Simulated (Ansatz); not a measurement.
**CH9HfN3: up Jacob's ladder to CCSD(T)**

One table from this session's results is given with a row withheld; the runs are named, their logs left out.

The runs use Ansatz 0.2.0, Gaussian basis; functionals in def2-TZVPP, the program's frozen cores in correlated methods.

The runs, in order: LDA (SPW92), PBE-D4, revPBE-D4, BLYP-D4, r2SCAN-D4, B97M-V, PBE0-D4, B3LYP-D4, r2SCANh-D4, r2SCAN0-D4, HSE06-D4, BHLYP-D4, CAM-B3LYP-D4, LC-ωPBE, ωB97X-V, ωB97M-V, B2PLYP, PBE-QIDH; CCSD(T)/def2-SVP; CCSD(T)/def2-TZVPP; MP2/def2-QZVPP; extrapolation to the limit; RPA on PBE.

## The relaxed structure

An earlier PBE0-D4 in a triple-zeta def2 set relaxation fixed the geometry. Hf takes the def2 core potential; no spin-orbit term is included.

14 atoms, charge 0, spin multiplicity 1.

Atoms are counted from 1 here; the program's logs count them from 0.

Bond lengths: C1–Hf2 2.245 Å, C1–H6 1.097 Å, C1–H7 1.097 Å, C1–H8 1.097 Å, Hf2–N3 2.040 Å, Hf2–N4 2.040 Å, Hf2–N5 2.040 Å, N3–H9 1.012 Å, N3–H10 1.010 Å, N4–H11 1.010 Å, N4–H12 1.012 Å, N5–H13 1.010 Å, N5–H14 1.012 Å. Angles: Hf2–C1–H6 111.9°, Hf2–C1–H7 111.9°, Hf2–C1–H8 111.9°, H6–C1–H7 106.9°, H6–C1–H8 106.9°, H7–C1–H8 106.9°, C1–Hf2–N3 108.2°, C1–Hf2–N4 108.2°, C1–Hf2–N5 108.2°, N3–Hf2–N4 110.7°, N3–Hf2–N5 110.7°, N4–Hf2–N5 110.7°, Hf2–N3–H9 124.1°, Hf2–N3–H10 127.4°, H9–N3–H10 108.4°, Hf2–N4–H11 127.4°, Hf2–N4–H12 124.1°, H11–N4–H12 108.4° and more.

The first run:

in.yaml reads:

```yaml
crystal:
  periodic: [false, false, false]
  atoms:
    - {symbol: C, position_ang: [-1.545765, 1.255487, 0.053802]}
    - {symbol: Hf, position_ang: [0.196179, -0.159371, -0.006822]}
    - {symbol: N, position_ang: [1.572862, 0.465687, 1.362792]}
    - {symbol: N, position_ang: [-0.483429, -2.026879, 0.454034]}
    - {symbol: N, position_ang: [0.982209, -0.121449, -1.889067]}
    - {symbol: H, position_ang: [-1.906241, 1.416983, 1.077136]}
    - {symbol: H, position_ang: [-1.287250, 2.240863, -0.352956]}
    - {symbol: H, position_ang: [-2.396580, 0.882417, -0.529431]}
    - {symbol: H, position_ang: [1.357168, 0.672325, 2.329395]}
    - {symbol: H, position_ang: [2.549444, 0.667441, 1.203608]}
    - {symbol: H, position_ang: [-0.141241, -2.643686, 1.176640]}
    - {symbol: H, position_ang: [-1.274873, -2.468876, 0.004783]}
    - {symbol: H, position_ang: [1.141531, -0.906728, -2.503588]}
    - {symbol: H, position_ang: [1.235965, 0.725784, -2.380327]}
basis:
  gaussian: {orbitals: def2-TZVPP}
hamiltonian: {xc: lda}
output: {orbitals: {seedname: orbitals}}
```

Started as:

```bash
$ ansatz run in.yaml --threads 4 --pin off --events-out ev --progress --plain --max-ram 11315MiB
```

Among the steps run: LDA; PBE-D4 (GGA); revPBE-D4 (GGA); BLYP-D4 (GGA); r2SCAN-D4 (meta-GGA); B97M-V (meta-GGA); B3LYP-D4 (hybrid); r2SCANh-D4 (hybrid); r2SCAN0-D4 (hybrid); HSE06-D4 (hybrid); BHLYP-D4 (hybrid); CAM-B3LYP-D4 (range-separated); LC-ωPBE (range-separated); ωB97X-V (range-separated); ωB97M-V (range-separated); B2PLYP (double hybrid); PBE-QIDH (double hybrid).

One table of the session follows, with a row left open; its other results are not shown here.

It belongs to the step «Frontier levels by functional». 

```
  functional  HOMO (eV)  gap (eV)
 LDA (SPW92)          ?         ?
      PBE-D4      -5.44      4.85
   revPBE-D4      -5.37      4.85
     BLYP-D4      -5.31      4.72
   r2SCAN-D4      -5.71      5.49
      B97M-V      -5.79      5.24
     PBE0-D4      -6.79      6.88
    B3LYP-D4      -6.55      6.35
  r2SCANh-D4      -6.22      6.33
  r2SCAN0-D4      -6.98      7.42
    HSE06-D4      -6.38      6.12
    BHLYP-D4      -8.05      8.62
CAM-B3LYP-D4      -8.22      8.96
     LC-ωPBE      -9.66     11.52
     ωB97X-V      -9.28     10.93
     ωB97M-V      -9.17     10.34
```

Q: Estimate the row for LDA (SPW92) from the others.

**Answer.** HOMO (eV): -5.60; gap (eV): 4.83. In the column «HOMO (eV)» it lies between r2SCAN-D4 (-5.71) and PBE-D4 (-5.44).
